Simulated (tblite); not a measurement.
# C4H10AsNSi: the cost of one run

The runs use tblite 0.8.0 and PySCF 2.14.0, with density-fitted response routines of our own; the level of theory stands in each step. All values are computed, except where a source is named. Atoms are numbered from 0 throughout.

### Step 1. Starting geometry

17 atoms, charge 0, multiplicity 1; geometry from: force field or distance geometry start.

Bonds of the start (Å): C0–C1 1.54, C1–As2 1.94, As2–C3 1.98, C3–Si4 1.88, C3–C5 1.44, C5–N6 1.16, C0–H7 1.10, C0–H8 1.11, C0–H9 1.10, C1–H10 1.09, C1–H11 1.12, As2–H12 1.57, C3–H13 1.12, Si4–H14 1.44, Si4–H15 1.45, Si4–H16 1.48.

### Step 2. Optimising the geometry with GFN2-xTB

What the job is given:

```
{"job": {"kind": "relax", "xc": "GFN2-xTB", "basis": "xTB"}, "charge": 0, "multiplicity": 1}
C      2.955000     0.249500     0.525300
C      1.652000     0.868700    -0.019200
As     0.347900    -0.572000    -0.064700
C     -1.336700    -0.121600     0.875800
Si    -2.644000    -1.279800     0.188500
C     -1.755400     1.238700     0.686400
N     -2.068300     2.348200     0.537300
H      2.803000    -0.816900     0.742400
H      3.181300     0.796100     1.464200
H      3.754400     0.369800    -0.228000
H      1.870900     1.231600    -1.028000
H      1.337400     1.718900     0.635000
H     -0.019000    -0.981200    -1.533500
H     -1.200200    -0.354900     1.965200
H     -2.719200    -2.497000     0.961300
H     -3.913700    -0.572900     0.129800
H     -2.252400    -1.613400    -1.198200
```

Command:

```
$ OMP_NUM_THREADS=1 python probes_run.py task.json out
```

This one command runs all jobs of the session in turn.

**Question.** How long does this first job take on 1 thread of Arm Neoverse N1, shared host, and how much memory does it need?

About 2.5 s, with a peak of 0.18 GiB.
